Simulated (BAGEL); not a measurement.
# B3LYP/6-31G(d) (density fitting with qzvpp-jkfit, spherical functions) run of C3H4BO+ (SMILES BOc1c[cH+]1)

Aim: the energy change on altering one bond length of C3H4BO+ at B3LYP/6-31G* (density fitting with qzvpp-jkfit, spherical functions), from 2 runs. 

The results are computed with BAGEL 1.2.2.

1 further run of the same task is left out (set aside as unsound or not needed).

**1. The system as given**

The species is C3H4BO+ (9 atoms), meant as a singlet with charge +1. SMILES: `BOc1c[cH+]1`. The coordinates come from a GFN2-xTB relaxation. This is one conformer, not always the lowest.

Bond lengths: B1–O2 1.400 Å, O2–C3 1.254 Å, C3–C4 1.402 Å, C3–C5 1.395 Å, C4–C5 1.369 Å, B1–H6 1.163 Å, B1–H7 1.169 Å, C4–H8 1.071 Å, C5–H9 1.071 Å. Some angles: B1–O2–C3 126.2°, O2–C3–C4 152.5°, O2–C3–C5 148.9°, C4–C3–C5 58.6°, C3–C4–C5 60.5°, C3–C5–C4 60.9°, O2–B1–H6 114.2°, O2–B1–H7 120.2°, C3–C4–H8 151.8°, C5–C4–H8 147.8°.

**2. A single-point energy at B3LYP/6-31G(d) (density fitting with qzvpp-jkfit, spherical functions)**

The input, job.json:

```json
{ "bagel": [

{
  "title": "molecule",
  "basis": "6-31gs.json",
  "df_basis": "qzvpp-jkfit",
  "angstrom": true,
  "geometry": [
    { "atom": "B", "xyz": [   -0.242950,    0.881770,    1.737170 ] },
    { "atom": "O", "xyz": [   -0.107640,    1.044060,    0.353130 ] },
    { "atom": "C", "xyz": [    0.042650,    0.127440,   -0.489370 ] },
    { "atom": "C", "xyz": [    0.179230,   -1.220260,   -0.849210 ] },
    { "atom": "C", "xyz": [    0.203160,   -0.256700,   -1.820990 ] },
    { "atom": "H", "xyz": [   -0.366030,    1.878000,    2.324820 ] },
    { "atom": "H", "xyz": [   -0.227610,   -0.187800,    2.207470 ] },
    { "atom": "H", "xyz": [    0.232570,   -2.261910,   -0.603970 ] },
    { "atom": "H", "xyz": [    0.286620,   -0.004600,   -2.859040 ] }
  ]
},
{ "title": "ks", "xc_func": "b3lyp", "charge": 1 },
{ "title": "print", "file": "orbitals.molden", "orbitals": true }

]}
```

The basis set 6-31G* is read from a file made from the Basis Set Exchange's data (not shown).

Run with:

```bash
$ BAGEL_NUM_THREADS=1 BAGEL job.json > job.out
```

What it wrote:

```text
* using 1 threads per process

  ===============================================================
  ===============================================================

  *** Geometry ***

  { "atom" : "B", "xyz" : [     -0.459109,      1.666304,      3.282776 ] },
  { "atom" : "O", "xyz" : [     -0.203410,      1.972987,      0.667319 ] },
  { "atom" : "C", "xyz" : [      0.080597,      0.240827,     -0.924775 ] },
  { "atom" : "C", "xyz" : [      0.338696,     -2.305957,     -1.604774 ] },
  { "atom" : "C", "xyz" : [      0.383917,     -0.485093,     -3.441172 ] },
  { "atom" : "H", "xyz" : [     -0.691696,      3.548906,      4.393273 ] },
  { "atom" : "H", "xyz" : [     -0.430121,     -0.354891,      4.171514 ] },
  { "atom" : "H", "xyz" : [      0.439494,     -4.274390,     -1.141338 ] },
  { "atom" : "H", "xyz" : [      0.541633,     -0.008693,     -5.402803 ] },

  Number of auxiliary basis functions:      449

  Since a DF basis is specified, we compute 2- and 3-index integrals:
    o Being stored without compression. Storage requirement is 0.022 GB

  Number of basis functions:       78
  Number of electrons      :       35

    * METHOD: MOLECULE                             0.32

  *** Kohn-Sham DFT ***

    * Removing 16953 points whose weight is below 1.00e-10
    * Grid points: 117201

  === Nuclear Repulsion ===
   141.5049730475

       - DIIS with orbital gradients will be used.

  === KS iteration (b3lyp / 6-31gs.json) ===
      0       -182.35362142          0.16523621           0.46
      1       -163.21197542          0.15699641           0.44
      2       -161.85020937          0.18654423           0.44
      3       -208.39291751          0.08491962           0.44
      4       -211.92467386          0.10899092           0.44
      5       -214.04516509          0.05896992           0.44
      6       -215.91321213          0.03806521           0.44
      7       -216.24797932          0.02407556           0.44
      8       -216.41790723          0.00869892           0.44
      9       -216.44128004          0.00172339           0.44
     10       -216.44155757          0.00165057           0.44
     11       -216.44251669          0.00021489           0.44
     12       -216.44252487          0.00016628           0.44
     13       -216.44253336          0.00007619           0.46
     14       -216.44253538          0.00000546           0.44
     15       -216.44253539          0.00000090           0.44
     16       -216.44253540          0.00000048           0.44
     17       -216.44253540          0.00000020           0.44
     18       -216.44253540          0.00000006           0.44
     19       -216.44253540          0.00000002           0.44
     20       -216.44253540          0.00000002           0.44
     21       -216.44253540          0.00000000           0.44
    * SCF iteration converged.

    * Permanent dipole moment:
           (   -0.145460,     0.936883,     0.776678) a.u.

    * METHOD: KS                                  10.58

    * METHOD: PRINT                                0.04

  ===============================================================
```

Wall time 11 s (1 thread of Arm Neoverse N1, shared host); peak memory 0.42 GiB.

**3. The distorted shape**

The input, input.json:

```json
{ "bagel" : [

{
  "title" : "molecule",
  "basis" : "6-31gs.json",
  "df_basis" : "qzvpp-jkfit",
  "angstrom" : true,
  "geometry" : [
    { "atom" : "B", "xyz" : [      -0.283543,       0.833083,       2.152383 ] },
    { "atom" : "O", "xyz" : [      -0.107640,       1.044060,       0.353130 ] },
    { "atom" : "C", "xyz" : [       0.042650,       0.127440,      -0.489370 ] },
    { "atom" : "C", "xyz" : [       0.179230,      -1.220260,      -0.849210 ] },
    { "atom" : "C", "xyz" : [       0.203160,      -0.256700,      -1.820990 ] },
    { "atom" : "H", "xyz" : [      -0.406623,       1.829313,       2.740033 ] },
    { "atom" : "H", "xyz" : [      -0.268203,      -0.236487,       2.622683 ] },
    { "atom" : "H", "xyz" : [       0.232570,      -2.261910,      -0.603970 ] },
    { "atom" : "H", "xyz" : [       0.286620,      -0.004600,      -2.859040 ] }
  ]
},

{
  "title" : "ks",
  "xc_func" : "b3lyp",
  "charge" : 1
},

{
  "title" : "print",
  "file" : "orbitals.molden",
  "orbitals" : true
}

]}
```

The basis set 6-31G* is read from a file made from the Basis Set Exchange's data (not shown).

Run with:

```bash
$ BAGEL_NUM_THREADS=1 BAGEL input.json > input.out
```

What it wrote:

```text
* using 1 threads per process

  ===============================================================
  ===============================================================

  *** Geometry ***

  { "atom" : "B", "xyz" : [     -0.535819,      1.574299,      4.067414 ] },
  { "atom" : "O", "xyz" : [     -0.203410,      1.972987,      0.667319 ] },
  { "atom" : "C", "xyz" : [      0.080597,      0.240827,     -0.924775 ] },
  { "atom" : "C", "xyz" : [      0.338696,     -2.305957,     -1.604774 ] },
  { "atom" : "C", "xyz" : [      0.383917,     -0.485093,     -3.441172 ] },
  { "atom" : "H", "xyz" : [     -0.768406,      3.456901,      5.177912 ] },
  { "atom" : "H", "xyz" : [     -0.506830,     -0.446896,      4.956153 ] },
  { "atom" : "H", "xyz" : [      0.439494,     -4.274390,     -1.141338 ] },
  { "atom" : "H", "xyz" : [      0.541633,     -0.008693,     -5.402803 ] },

  Number of auxiliary basis functions:      449

  Since a DF basis is specified, we compute 2- and 3-index integrals:
    o Being stored without compression. Storage requirement is 0.022 GB

  Number of basis functions:       78
  Number of electrons      :       35

    * METHOD: MOLECULE                             0.32

  *** Kohn-Sham DFT ***

    * Removing 16289 points whose weight is below 1.00e-10
    * Grid points: 117865

  === Nuclear Repulsion ===
   135.1021996357

       - DIIS with orbital gradients will be used.

  === KS iteration (b3lyp / 6-31gs.json) ===
      0       -181.35488339          0.15813589           0.46
      1       -149.81323595          0.12905162           0.44
      2       -160.11929347          0.16944514           0.44
      3       -205.85319565          0.09148868           0.44
      4       -204.97928147          0.10951989           0.44
      5       -208.19364773          0.08520675           0.44
      6       -206.06621350          0.10107860           0.44
      7       -153.06049311          0.18153432           0.44
      8       -213.58717080          0.08677684           0.44
      9       -211.47068757          0.08841604           0.44
     10       -216.27580023          0.01788965           0.44
     11       -216.27784759          0.01840569           0.44
     12       -216.39965816          0.00318280           0.44
     13       -216.40176898          0.00239494           0.44
     14       -216.40388930          0.00047823           0.44
     15       -216.40397723          0.00007694           0.44
     16       -216.40397929          0.00002491           0.44
     17       -216.40397952          0.00001091           0.44
     18       -216.40397956          0.00000254           0.44
     19       -216.40397956          0.00000052           0.44
     20       -216.40397956          0.00000017           0.44
     21       -216.40397956          0.00000010           0.44
     22       -216.40397956          0.00000003           0.44
     23       -216.40397956          0.00000001           0.44
     24       -216.40397956          0.00000001           0.44
    * SCF iteration converged.

    * Permanent dipole moment:
           (   -0.028645,     0.750947,    -0.207069) a.u.

    * METHOD: KS                                  11.93

    * METHOD: PRINT                                0.04

  ===============================================================
```

It took 13 s on 1 thread of Arm Neoverse N1, shared host; peak memory 0.42 GiB.

**4. What came out**

At B3LYP/6-31G* (density fitting with qzvpp-jkfit, spherical functions):

```
                                                         quantity          value
                                        first shape: total energy  -216.44254 Eh
                                         first shape: HOMO energy      -14.26 eV
                                         first shape: LUMO energy       -7.43 eV
                                       first shape: HOMO–LUMO gap        6.83 eV
                                    distorted shape: total energy  -216.40398 Eh
                                     distorted shape: HOMO energy      -14.06 eV
                                     distorted shape: LUMO energy       -7.47 eV
                                   distorted shape: HOMO–LUMO gap        6.59 eV
energy change with the B1–O2 bond stretched from 1.400 to 1.820 Å       1.049 eV
```

**Reading.** With the B1–O2 bond stretched from 1.400 to 1.820 Å the energy rises by 1.05 eV (24 kcal/mol). The first shape isn't relaxed at this level, so the change isn't measured from a minimum.
